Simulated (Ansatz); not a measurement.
# Tantalum pentafluoride (TaF5): up Jacob's ladder to CCSD(T)

An exercise on one series of results from a longer session: the logs are not shown, and one member is left open.

The runs use Ansatz 0.2.0, Gaussian basis; functionals in def2-TZVPP, the program's frozen cores in correlated methods.

Plan: LDA (SPW92), PBE-D4, revPBE-D4, BLYP-D4, r2SCAN-D4, B97M-V, PBE0-D4, B3LYP-D4, r2SCANh-D4, r2SCAN0-D4, HSE06-D4, BHLYP-D4, CAM-B3LYP-D4, LC-ωPBE, ωB97X-V, ωB97M-V, B2PLYP, PBE-QIDH; CCSD(T)/def2-SVP; CCSD(T)/def2-TZVPP; MP2/def2-QZVPP; extrapolation to the limit; RPA on PBE.

### The geometry

An earlier PBE0-D4 in a triple-zeta def2 set relaxation fixed the geometry. Ta takes the def2 core potential; no spin-orbit term is included.

SMILES `[F][Ta]([F])([F])([F])[F]`, 6 atoms, charge 0, spin multiplicity 1.

Atoms are counted from 1 here; the program's logs count them from 0.

Bond lengths: F1–Ta2 1.876 Å, Ta2–F3 1.846 Å, Ta2–F4 1.846 Å, Ta2–F5 1.876 Å, Ta2–F6 1.846 Å. Angles: F1–Ta2–F3 90.0°, F1–Ta2–F4 90.0°, F1–Ta2–F5 180.0°, F1–Ta2–F6 90.0°, F3–Ta2–F4 120.0°, F3–Ta2–F5 90.0°, F3–Ta2–F6 120.0°, F4–Ta2–F5 90.0°, F4–Ta2–F6 120.0°, F5–Ta2–F6 90.0°.

The first run:

in.yaml

```yaml
crystal:
  periodic: [false, false, false]
  atoms:
    - {symbol: F, position_ang: [-0.952121, -1.345289, 0.896124]}
    - {symbol: Ta, position_ang: [0.007044, -0.010688, -0.007706]}
    - {symbol: F, position_ang: [1.584619, -0.896188, 0.359753]}
    - {symbol: F, position_ang: [-0.924478, -0.388886, -1.555874]}
    - {symbol: F, position_ang: [0.966976, 1.323963, -0.910642]}
    - {symbol: F, position_ang: [-0.639939, 1.253088, 1.172145]}
basis:
  gaussian: {orbitals: def2-TZVPP}
hamiltonian: {xc: lda}
output: {orbitals: {seedname: orbitals}}
```

Started as:

```bash
$ ansatz run in.yaml --threads 4 --pin off --events-out ev --progress --plain --max-ram 10444MiB
```

Steps of the session up to this table: LDA; PBE-D4 (GGA); revPBE-D4 (GGA); BLYP-D4 (GGA); r2SCAN-D4 (meta-GGA); B97M-V (meta-GGA); PBE0-D4 (hybrid); B3LYP-D4 (hybrid); r2SCANh-D4 (hybrid); r2SCAN0-D4 (hybrid); HSE06-D4 (hybrid); BHLYP-D4 (hybrid); CAM-B3LYP-D4 (range-separated); LC-ωPBE (range-separated); ωB97X-V (range-separated); ωB97M-V (range-separated); B2PLYP (double hybrid); PBE-QIDH (double hybrid).

One of the session's tables, all rows but one given; the rest of the session is left out.

It belongs to the step «Frontier levels by functional». 

| functional | HOMO (eV) | LUMO (eV) | gap (eV) |
| --- | --- | --- | --- |
| LDA (SPW92) | -10.45 | -3.50 | 6.95 |
| PBE-D4 | -10.15 | -3.17 | 6.97 |
| revPBE-D4 | -10.04 | -3.05 | 6.99 |
| BLYP-D4 | ? | ? | ? |
| r2SCAN-D4 | -10.68 | -3.09 | 7.59 |
| B97M-V | -10.79 | -3.04 | 7.75 |
| PBE0-D4 | -12.25 | -2.40 | 9.85 |
| B3LYP-D4 | -11.94 | -2.68 | 9.26 |
| r2SCANh-D4 | -11.46 | -2.80 | 8.66 |
| r2SCAN0-D4 | -12.64 | -2.34 | 10.30 |
| HSE06-D4 | -11.83 | -2.79 | 9.04 |
| BHLYP-D4 | -14.34 | -1.48 | 12.85 |
| CAM-B3LYP-D4 | -13.83 | -1.26 | 12.57 |
| LC-ωPBE | -15.09 | 0.10 | 15.19 |
| ωB97X-V | -14.79 | -0.02 | 14.77 |
| ωB97M-V | -14.76 | -0.07 | 14.69 |

Q: Estimate the row for BLYP-D4 from the others.

Worked estimate for «HOMO (eV)». Against the share of exact exchange, B3LYP-D4 (0.2, -11.94), BHLYP-D4 (0.5, -14.34) give a slope of -8.00 per unit share; at 0 the line stands at -10.34.

As computed: HOMO (eV): -10.09; LUMO (eV): -3.11; gap (eV): 6.98. In «HOMO (eV)» the line misses by -0.25.
